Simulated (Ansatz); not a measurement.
**C6H16Cl2N2Zr: up Jacob's ladder to CCSD(T)**

An exercise on one series of results from a longer session: the logs are not shown, and one member is left open.

Program: Ansatz 0.2.0, Gaussian basis. Level of theory: functionals in def2-TZVPP, the program's frozen cores in correlated methods. These are calculated values, not measurements.

The runs, in order: LDA (SPW92), PBE-D4, revPBE-D4, BLYP-D4, r2SCAN-D4, B97M-V, PBE0-D4, B3LYP-D4, r2SCANh-D4, r2SCAN0-D4, HSE06-D4, BHLYP-D4, CAM-B3LYP-D4, LC-ωPBE, ωB97X-V, ωB97M-V, B2PLYP, PBE-QIDH; CCSD(T)/def2-SVP.

### The geometry

The geometry comes from an earlier relaxation with PBE0-D4 in a triple-zeta def2 set; it is a stationary point, not always the lowest conformer. Zr takes the def2 core potential; no spin-orbit term is included.

SMILES `CC[N](C)[Zr]([Cl])([Cl])[N](C)CC`, 27 atoms, charge 0, spin multiplicity 1.

Atoms are counted from 1 here; the program's logs count them from 0.

Bond lengths: C1–C2 1.514 Å, C1–H12 1.095 Å, C1–H13 1.091 Å, C1–H14 1.092 Å, C2–N3 1.445 Å, C2–H15 1.101 Å, C2–H16 1.101 Å, N3–C4 1.450 Å, N3–Zr5 2.012 Å, C4–H17 1.098 Å, C4–H18 1.098 Å, C4–H19 1.095 Å, Zr5–Cl6 2.387 Å, Zr5–Cl7 2.383 Å, Zr5–N8 1.998 Å, N8–C9 1.439 Å, N8–C10 1.455 Å, C9–H20 1.097 Å and more. Angles: C2–C1–H12 111.3°, C2–C1–H13 110.2°, C2–C1–H14 111.7°, H12–C1–H13 107.5°, H12–C1–H14 108.1°, H13–C1–H14 107.9°, C1–C2–N3 113.2°, C1–C2–H15 109.5°, C1–C2–H16 109.6°, N3–C2–H15 108.7°, N3–C2–H16 109.7°, H15–C2–H16 105.9°, C2–N3–C4 112.3°, C2–N3–Zr5 131.8°, C4–N3–Zr5 115.8°, N3–C4–H17 111.1°, N3–C4–H18 111.5°, N3–C4–H19 111.3° and more.

Set-up of the first run:

The input, in.yaml:

```yaml
crystal:
  periodic: [false, false, false]
  atoms:
    - {symbol: C, position_ang: [-1.508416, -2.632693, -0.221811]}
    - {symbol: C, position_ang: [-2.344752, -1.504635, 0.344356]}
    - {symbol: N, position_ang: [-1.885626, -0.196163, -0.063486]}
    - {symbol: C, position_ang: [-2.642080, 0.872413, 0.560030]}
    - {symbol: Zr, position_ang: [-0.360760, 0.381306, -1.241569]}
    - {symbol: Cl, position_ang: [-0.551087, 2.650827, -1.957299]}
    - {symbol: Cl, position_ang: [0.102065, -1.055166, -3.085975]}
    - {symbol: N, position_ang: [1.217543, 0.293090, -0.020414]}
    - {symbol: C, position_ang: [1.408793, -0.136917, 1.339712]}
    - {symbol: C, position_ang: [2.425987, 0.730212, -0.701956]}
    - {symbol: C, position_ang: [3.021948, 2.017714, -0.158497]}
    - {symbol: H, position_ang: [-0.456617, -2.531489, 0.064916]}
    - {symbol: H, position_ang: [-1.861624, -3.592281, 0.159806]}
    - {symbol: H, position_ang: [-1.560528, -2.665582, -1.311744]}
    - {symbol: H, position_ang: [-2.333669, -1.555168, 1.444430]}
    - {symbol: H, position_ang: [-3.395824, -1.637773, 0.046618]}
    - {symbol: H, position_ang: [-2.585279, 0.810767, 1.655048]}
    - {symbol: H, position_ang: [-3.701299, 0.835157, 0.273462]}
    - {symbol: H, position_ang: [-2.260956, 1.855192, 0.263685]}
    - {symbol: H, position_ang: [1.740652, 0.679970, 1.991996]}
    - {symbol: H, position_ang: [0.471865, -0.522549, 1.744202]}
    - {symbol: H, position_ang: [2.162140, -0.935169, 1.399807]}
    - {symbol: H, position_ang: [3.171643, -0.078123, -0.680093]}
    - {symbol: H, position_ang: [2.196006, 0.877612, -1.770056]}
    - {symbol: H, position_ang: [2.290945, 2.827558, -0.209509]}
    - {symbol: H, position_ang: [3.342041, 1.904856, 0.879207]}
    - {symbol: H, position_ang: [3.896908, 2.307022, -0.744878]}
basis:
  gaussian: {orbitals: def2-TZVPP}
hamiltonian: {xc: lda}
output: {orbitals: {seedname: orbitals}}
```

On the command line:

```bash
> ansatz run in.yaml --threads 11 --pin off --events-out ev --progress --plain --max-ram 110592MiB --backend cuda --devices 0, --max-vram 75GiB
```

Steps of the session up to this table: LDA; PBE-D4 (GGA); revPBE-D4 (GGA); BLYP-D4 (GGA); r2SCAN-D4 (meta-GGA); B97M-V (meta-GGA); B3LYP-D4 (hybrid); r2SCANh-D4 (hybrid); r2SCAN0-D4 (hybrid); HSE06-D4 (hybrid); BHLYP-D4 (hybrid); CAM-B3LYP-D4 (range-separated); LC-ωPBE (range-separated); ωB97X-V (range-separated); ωB97M-V (range-separated); B2PLYP (double hybrid); PBE-QIDH (double hybrid).

One table of the session follows, with a row left open; its other results are not shown here.

It belongs to the step «Frontier levels by functional». 

```
  functional  HOMO (eV)  gap (eV)
 LDA (SPW92)      -5.69      3.57
      PBE-D4      -5.55      3.67
   revPBE-D4      -5.49      3.71
     BLYP-D4      -5.42      3.68
   r2SCAN-D4          ?         ?
      B97M-V      -5.89      4.13
     PBE0-D4      -6.78      5.75
    B3LYP-D4      -6.57      5.33
  r2SCANh-D4      -6.24      4.83
  r2SCAN0-D4      -6.94      6.01
    HSE06-D4      -6.38      4.98
    BHLYP-D4      -7.94      7.91
CAM-B3LYP-D4      -8.11      8.18
     LC-ωPBE      -9.43     10.65
     ωB97X-V      -9.11     10.21
     ωB97M-V      -9.02      9.99
```

Q: Estimate the row for r2SCAN-D4 from the others.

Worked estimate for «HOMO (eV)». Against the share of exact exchange, r2SCANh-D4 (0.1, -6.24), r2SCAN0-D4 (0.25, -6.94) give a slope of -4.67 per unit share; at 0 the line stands at -5.77.

The run gave: HOMO (eV): -5.77; gap (eV): 4.05. In «HOMO (eV)» the line misses by 0.00.
